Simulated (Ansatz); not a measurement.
Crystal: TaWC2.

```
CELL_PARAMETERS angstrom
1.57186 0.90751 5.10162
-1.57186 0.90751 5.10162
0.00000 -1.81502 5.10162
ATOMIC_POSITIONS crystal
W 0.00000 0.00000 0.00000
Ta 0.50000 0.50000 0.50000
C 0.25093 0.25093 0.25093
C 0.74907 0.74907 0.74907
```

The cell comes from a database or a generator and needn't be the stable form of this composition.

| Quantity | Value |
| --- | --- |
| Program | Ansatz 0.2.0 |
| Task | relaxation of cell and atoms |
| Functional | PBEsol |
| Potentials or basis | Ansatz PAW |
| Cutoff | 420 eV (not typed: the program's choice for these potentials) |
| k mesh | 10 × 10 × 10 |
| Occupations | fermi-dirac, width 0.05 eV |
| Spin | no spin polarisation |
| Hubbard terms | Ta d U = 1 eV, W d U = 1 eV |

At the start: volume 10.92 Å³/atom.

Where does the relaxation end?

It ends after 8 steps and the volume is 10.59 Å³/atom (-3.0 %); space group R-3m (No. 166, to 0.05 Å).

Step by step:
```tsv
step	energy change (eV)	largest force (eV/Å)	volume (Å³)
1	0.0000	0.0498	43.66
2	-0.0316	0.0344	41.63
3	-0.0455	0.0158	42.41
4	-0.0456	0.0049	42.37
5	-0.0456	0.0049	42.37
6	-0.0434	0.0048	42.37
7	-0.0434	0.0001	42.36
8	-0.0434	0.0001	42.36
```

Final structure:
```cif
data_structure
_symmetry_space_group_name_H-M 'P 1'
_symmetry_Int_Tables_number 1
_cell_length_a 5.3611
_cell_length_b 5.3611
_cell_length_c 5.3611
_cell_angle_alpha 33.744
_cell_angle_beta 33.744
_cell_angle_gamma 33.744
_cell_volume 42.36
loop_
_atom_site_label
_atom_site_type_symbol
_atom_site_fract_x
_atom_site_fract_y
_atom_site_fract_z
_atom_site_occupancy
W1 W 0.00000 0.00000 0.00000 1
Ta1 Ta 0.50000 0.50000 0.50000 1
C1 C 0.25112 0.25112 0.25112 1
C2 C 0.74888 0.74888 0.74888 1
```

Caveat: the plane-wave basis is chosen anew once the cell has moved, so the energies of steps on either side of that aren't comparable; the pressure holds a Pulay correction of +0.3 GPa for the finite cutoff; U without spin polarisation on a metal has little footing; the PAW data sets come from PBE, with cores solved anew for the run's functional, which leaves a small shift of forces and pressure; the U is typed as a test and isn't derived for this compound.
